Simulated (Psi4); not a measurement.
# triplet AlBH2OF2: UCCSD(T)/6-31G(d) (spherical functions)

We compute the energy of triplet AlBH2OF2. Input form: an ASE script.

The calculation is run with Psi4 1.11.

## 1. The system as given

AlBH2OF2: 7 atoms, total charge 0, spin state triplet. SMILES of the parent species: `O[B](F)[AlH][F]`. The coordinates come from a PBE0-D4/def2-TZVP relaxation. This is one conformer, not always the lowest. That shape belongs to the parent species and isn't relaxed for this state.

Bond lengths: O1–B2 1.351 Å, B2–F3 1.331 Å, B2–Al4 2.153 Å, Al4–F5 1.661 Å, O1–H6 0.961 Å, Al4–H7 1.580 Å. Angles: O1–B2–F3 115.5°, O1–B2–Al4 122.4°, F3–B2–Al4 122.1°, B2–Al4–F5 111.0°, B2–O1–H6 113.4°, B2–Al4–H7 132.2°, F5–Al4–H7 116.8°.

## 2. A single-point energy at UCCSD(T)/6-31G(d) (spherical functions)

albf2h2o_ase.py

```python
import numpy as np
from ase.calculators.psi4 import Psi4
from ase import Atoms

atoms = Atoms(['O', 'B', 'F', 'Al', 'F', 'H', 'H'], positions=[
    [0.462300, -0.166500, 1.769000],
    [0.511800, -0.675600, 0.519100],
    [1.170800, -1.824800, 0.394500],
    [-0.411500, 0.301600, -1.162100],
    [-1.152700, 1.713100, -0.697800],
    [-0.019900, 0.662300, 1.825000],
    [-0.499600, -0.078200, -2.693300],
])
calc = Psi4(atoms=atoms, method='ccsd(t)', basis='6-31G*', memory='2200MB', num_threads=1, charge=0, multiplicity=3, label='calc', reference='uhf')
calc.psi4.set_options({'puream': True, 'e_convergence': 1e-09, 'd_convergence': 1e-08, 'scf_type': 'pk', 'num_frozen_docc': 9, 'maxiter': 100})
atoms.calc = calc

print(f'energy: {atoms.get_potential_energy():.6f} eV')
```

Command:

```
$ python albf2h2o_ase.py
```

calc.dat:

```text
=> Loading Basis Set <=

    Name: 6-31G*
    Role: ORBITAL
    Keyword: BASIS

         ---------------------------------------------------------
                                   SCF
                              UHF Reference
                        1 Threads,   2098 MiB Core
         ---------------------------------------------------------

  ==> Geometry <==

    Molecular point group: c1
    Full point group: C1

    Geometry (in Angstrom), charge = 0, multiplicity = 3:

       Center              X                  Y                   Z               Mass
    ------------   -----------------  -----------------  -----------------  -----------------
         O            0.443720770579    -0.129298665906     1.811369120630    15.994914619570
         B            0.493220770579    -0.638398665906     0.561469120630    11.009305360000
         F            1.152220770579    -1.787598665906     0.436869120630    18.998403162730
         AL          -0.430079229421     0.338801334094    -1.119730879370    26.981538530000
         F           -1.171279229421     1.750301334094    -0.655430879370    18.998403162730
         H           -0.038479229421     0.699501334094     1.867369120630     1.007825032230
         H           -0.518179229421    -0.040998665906    -2.650930879370     1.007825032230

  Running in c1 symmetry.

  Rotational constants: A =      0.24644  B =      0.07223  C =      0.05586 [cm^-1]
  Rotational constants: A =   7388.22733  B =   2165.32515  C =   1674.55284 [MHz]
  Nuclear repulsion =  190.104529715395870

  Charge       = 0
  Multiplicity = 3
  Electrons    = 46
  Nalpha       = 24
  Nbeta        = 22

  ==> Algorithm <==

  SCF Algorithm Type is PK.
  DIIS enabled.
  MOM disabled.
  Fractional occupation disabled.
  Guess Type is SAD.
  Energy threshold   = 1.00e-09
  Density threshold  = 1.00e-08
  Integral threshold = 1.00e-12

  ==> Primary Basis <==

  Basis Set: 6-31G*
    Blend: 6-31G*
    Number of shells: 36
    Number of basis functions: 78
    Number of Cartesian functions: 83
    Spherical Harmonics?: true
    Max angular momentum: 2

  ==> Integral Setup <==

  Using in-core PK algorithm.
   Calculation information:
      Number of atoms:                   7
      Number of AO shells:              36
      Number of primitives:             95
      Number of atomic orbitals:        83
      Number of basis functions:        78

      Integral cutoff                 1.00e-12
      Number of threads:                 1

  Performing in-core PK
  Using 9495642 doubles for integral storage.
  We computed 186134 shell quartets total.
  Whereas there are 222111 unique shell quartets.

  ==> DiskJK: Disk-Based J/K Matrices <==

    J tasked:                  Yes
    K tasked:                  Yes
    wK tasked:                  No
    Memory [MiB]:             1573
    Schwarz Cutoff:          1E-12

  Minimum eigenvalue in the overlap matrix is 1.8252280488E-02.
  Reciprocal condition number of the overlap matrix is 4.2686400872E-03.
    Using symmetric orthogonalization.

  ==> Pre-Iterations <==

  SCF Guess: Superposition of Atomic Densities via on-the-fly atomic UHF (no occupation information).

   -------------------------
    Irrep   Nso     Nmo
   -------------------------
     A         78      78
   -------------------------
    Total      78      78
   -------------------------

  ==> Iterations <==

                        Total Energy        Delta E     RMS |[F,P]|

   @UHF iter SAD:  -540.15367803093943   -5.40154e+02   0.00000e+00
   @UHF iter   1:  -541.38523289923307   -1.23155e+00   6.99516e-03 ADIIS/DIIS
   @UHF iter   2:  -541.46893480961705   -8.37019e-02   4.52692e-03 ADIIS/DIIS
   @UHF iter   3:  -541.51220554496274   -4.32707e-02   5.73501e-04 ADIIS/DIIS
   @UHF iter   4:  -541.51518754283154   -2.98200e-03   1.85863e-04 ADIIS/DIIS
   @UHF iter   5:  -541.51578878617465   -6.01243e-04   1.10163e-04 ADIIS/DIIS
   @UHF iter   6:  -541.51599298873623   -2.04203e-04   6.64068e-05 DIIS
   @UHF iter   7:  -541.51609855730806   -1.05569e-04   3.82734e-05 DIIS
   @UHF iter   8:  -541.51614170521998   -4.31479e-05   1.32056e-05 DIIS
   @UHF iter   9:  -541.51614554483172   -3.83961e-06   5.92325e-06 DIIS
   @UHF iter  10:  -541.51614630860536   -7.63774e-07   3.23454e-06 DIIS
   @UHF iter  11:  -541.51614650017427   -1.91569e-07   1.46348e-06 DIIS
   @UHF iter  12:  -541.51614654935508   -4.91808e-08   5.99942e-07 DIIS
   @UHF iter  13:  -541.51614655725882   -7.90374e-09   2.28434e-07 DIIS
   @UHF iter  14:  -541.51614655830531   -1.04649e-09   7.73869e-08 DIIS
   @UHF iter  15:  -541.51614655841922   -1.13914e-10   3.31900e-08 DIIS
   @UHF iter  16:  -541.51614655843468   -1.54614e-11   1.48351e-08 DIIS
   @UHF iter  17:  -541.51614655843764   -2.95586e-12   5.57531e-09 DIIS
  Energy and wave function converged.

  ==> Post-Iterations <==

   @Spin Contamination Metric:   3.347681374E-03
   @S^2 Expected:                2.000000000E+00
   @S^2 Observed:                2.003347681E+00
   @S   Expected:                1.000000000E+00
   @S   Observed:                1.000000000E+00

    Orbital Energies [Eh]
    ---------------------

    Alpha Occupied:

       1A    -58.512585     2A    -26.328439     3A    -26.254624
       4A    -20.626567     5A     -7.752274     6A     -4.938422
       7A     -3.256134     8A     -3.254880     9A     -3.249495
[... 4 lines of this table left out ...]
      22A     -0.565230    23A     -0.481238    24A     -0.247685

    Alpha Virtual:

[... 25 lines left out ...]
    Final Occupation by Irrep:
[... 6 lines left out ...]
  @UHF Final Energy:  -541.51614655843764
[... 3 lines left out ...]
    Nuclear Repulsion Energy =            190.1045297153958700
    One-Electron Energy =               -1131.7918777305044387
    Two-Electron Energy =                 400.1712014566709286
    Total Energy =                       -541.5161465584376401
[... 23 lines left out ...]
 Dipole X            :          0.5570687           -0.5732381           -0.0161695
 Dipole Y            :         -0.8961599            0.9464908            0.0503309
 Dipole Z            :          0.0926908           -0.0166682            0.0760225
[... 20 lines left out ...]
 OEINTS: Overlap, kinetic, potential, dipole, and quadrupole integrals
[... 85 lines left out ...]
	Frozen core energy     =   -593.84225623081807
[... 7 lines left out ...]
	Size of irrep 0 of <Ab|Cd> integrals:      9.145 (MW) /     73.157 (MB)
	Total:                                     9.145 (MW) /     73.157 (MB)

	Size of irrep 0 of <IA|BC> integrals:      2.362 (MW) /     18.896 (MB)
	Total:                                     2.362 (MW) /     18.896 (MB)

	Size of irrep 0 of <ia|bc> integrals:      2.283 (MW) /     18.264 (MB)
	Total:                                     2.283 (MW) /     18.264 (MB)

	Size of irrep 0 of <Ia|Bc> integrals:      2.540 (MW) /     20.321 (MB)
	Total:                                     2.540 (MW) /     20.321 (MB)

	Size of irrep 0 of <iA|bC> integrals:      2.123 (MW) /     16.983 (MB)
	Total:                                     2.123 (MW) /     16.983 (MB)

	Size of irrep 0 of tIjAb amplitudes:       0.590 (MW) /      4.717 (MB)
	Total:                                     0.590 (MW) /      4.717 (MB)

	Nuclear Rep. energy          =    190.10452971539587
	SCF energy                   =   -541.51614655843764
	One-electron energy          =   -252.38382278806543
	Two-electron (AA) energy     =     28.57097435543894
	Two-electron (BB) energy     =     21.93470468801412
	Two-electron (AB) energy     =     64.09972370159768
	Two-electron energy          =    114.60540274505075
	Reference energy             =   -541.51614655843696

	total time  =          5 seconds =       0.08 minutes
            **************************
            *                        *
            *        CCENERGY        *
            *                        *
            **************************

    Nuclear Rep. energy (wfn)     =  190.104529715395870
    SCF energy          (wfn)     = -541.516146558437640
    Reference energy    (file100) = -541.516146558436958

    Input parameters:
    -----------------
    Wave function   =     CCSD_T
    Reference wfn   =     UHF
    Brueckner       =     No
    Memory (Mbytes) =     2200.0
    Maxiter         =    100
    R_Convergence   =     1.0e-07
    E_Convergence   =     1.0e-09
    Restart         =     Yes
    DIIS            =     Yes
    AO Basis        =     NONE
    ABCD            =     NEW
    Cache Level     =     2
    Cache Type      =     LRU
    Print Level     =     1
    Num. of threads =     1
    # Amps to Print =     10
    Print MP2 Amps? =     No
    Analyze T2 Amps =     No
    Print Pair Ener =     No
    Local CC        =     No
    SCS-MP2         =     False
    SCSN-MP2        =     False
    SCS-CCSD        =     False

MP2 correlation energy -0.6336984245695110
                Solving CC Amplitude Equations
                ------------------------------
  Iter             Energy              RMS        T1Diag      D1Diag    New D1Diag    D2Diag
  ----     ---------------------    ---------   ----------  ----------  ----------   --------
     0        -0.633698424569511    0.000e+00    0.000000    0.000000    0.000000    0.000000
     1        -0.632037031181666    1.247e-01    0.020373    0.000000    0.000000    0.000000
     2        -0.649239393957650    4.169e-02    0.020961    0.000000    0.000000    0.000000
[... 19 lines of this table left out ...]
    22        -0.655517154289897    2.740e-08    0.033475    0.000000    0.000000    0.000000

    Iterations converged.

    Largest TIA Amplitudes:
             14   2        -0.0318807445
              6   2        -0.0286502612
             14  11         0.0193655007
             11   2        -0.0190512940
              9   2         0.0170467051
             10   3        -0.0146976551
             12   0        -0.0143880698
              7   8         0.0131417859
              7   0         0.0118797222
              7   1         0.0116389625

    Largest Tia Amplitudes:
             12   0        -0.0925418007
              6   0         0.0690828488
              8   0         0.0564800827
              5   5        -0.0367315563
              9   1        -0.0307917782
              7   0        -0.0274475142
              4   0         0.0265991641
             11   5        -0.0240049290
              5   1        -0.0224755752
             11   1        -0.0171895242

    Largest TIJAB Amplitudes:
     14  13   2   0        -0.0381733517
     10   9  41  40         0.0163730899
     14  12   2   0        -0.0148614690
     14  13   4   2        -0.0145301114
     14  12   6   4         0.0145008765
     14  13  12   0         0.0143826331
     14  12   4   2        -0.0139992291
     14  13   9   2         0.0131070068
     14  13   2   1         0.0127524558
     14   4   2   0         0.0124584023

    Largest Tijab Amplitudes:
     11   8   5   0         0.0122383381
     11  10   5   0         0.0121636599
      9   8  43  42        -0.0120865470
     10   9  43  42        -0.0120020858
     10   9  33  30        -0.0096109046
      9   8  33  30        -0.0094937899
     11  10  23  22         0.0087534554
      9   7  34  30        -0.0084168220
      9   6  34  30        -0.0083267464
     11  10  23   0         0.0081708866

    Largest TIjAb Amplitudes:
     13  12   0   0         0.0548373494
     14  12   2   0         0.0493531032
     14  12   0   1         0.0399523712
     11  11  21  23        -0.0366377705
     13  12   3   0        -0.0286510246
     11  11   2   5        -0.0235746494
     14  12   0   8        -0.0230939475
     13  12   0   4        -0.0218953964
     13  12  23   0         0.0210778916
     13  12   1   0        -0.0210515251

    SCF energy       (wfn)                    = -541.516146558437640
    Reference energy (file100)                = -541.516146558436958

    Opposite-spin MP2 correlation energy      =   -0.457238201792661
    Same-spin MP2 correlation energy          =   -0.176460222776850
    Singles MP2 correlation energy            =   -0.000000000000000
    MP2 correlation energy                    =   -0.633698424569511
      * MP2 total energy                      = -542.149844983006460

    Opposite-spin CCSD correlation energy     =   -0.496677406016249
    Same-spin CCSD correlation energy         =   -0.158839748273648
    Singles CCSD correlation energy           =    0.000000000000000
    CCSD correlation energy                   =   -0.655517154289897
      * CCSD total energy                     = -542.171663712726854

            **************************
            *                        *
            *        CCTRIPLES       *
            *                        *
            **************************

    Wave function   =    CCSD_T
    Reference wfn   =      UHF

    Nuclear Rep. energy (wfn)                =  190.104529715395870
    SCF energy          (wfn)                = -541.516146558437640
    Reference energy    (file100)            = -541.516146558436958
    CCSD energy         (file100)            =   -0.655517154289897
    Total CCSD energy   (file100)            = -542.171663712726854

    Number of ijk index combinations:
    Spin Case AAA:                                 455
    Spin Case BBB:                                 286
    Spin Case AAB:                                1365
    Spin Case ABB:                                1170
    AAA (T) energy                             =   -0.000485373182721
    BBB (T) energy                             =   -0.000335343791399
    AAB (T) energy                             =   -0.007720383701449
    ABB (T) energy                             =   -0.006119269875186
    (T) energy                                   =   -0.014660370550754
      * CCSD(T) total energy                     = -542.186324083277555
```

The script printed:

```text
energy: -14753.641362 eV
```

Run time: 2.1 min. Hardware: 1 thread of Intel Xeon Platinum 8259CL at 2.50GHz (Skylake/Cascade Lake), shared host; peak memory 0.42 GiB.

## 3. What came out

Level: UCCSD(T)/6-31G* (spherical functions), 9 core orbitals frozen.

```
                                                  quantity          value
                                              total energy  -542.18632 Eh
HOMO energy (Hartree–Fock orbitals) (highest over α and β)       -6.74 eV
 LUMO energy (Hartree–Fock orbitals) (lowest over α and β)       -1.68 eV
               correlation energy (9 core orbitals frozen)     -670.2 mEh
                                            (T) correction     -14.66 mEh
                         ⟨S²⟩ of the reference determinant          2.003
                                             T1 diagnostic          0.033
```

The triples make up 2.2 % of the correlation energy.
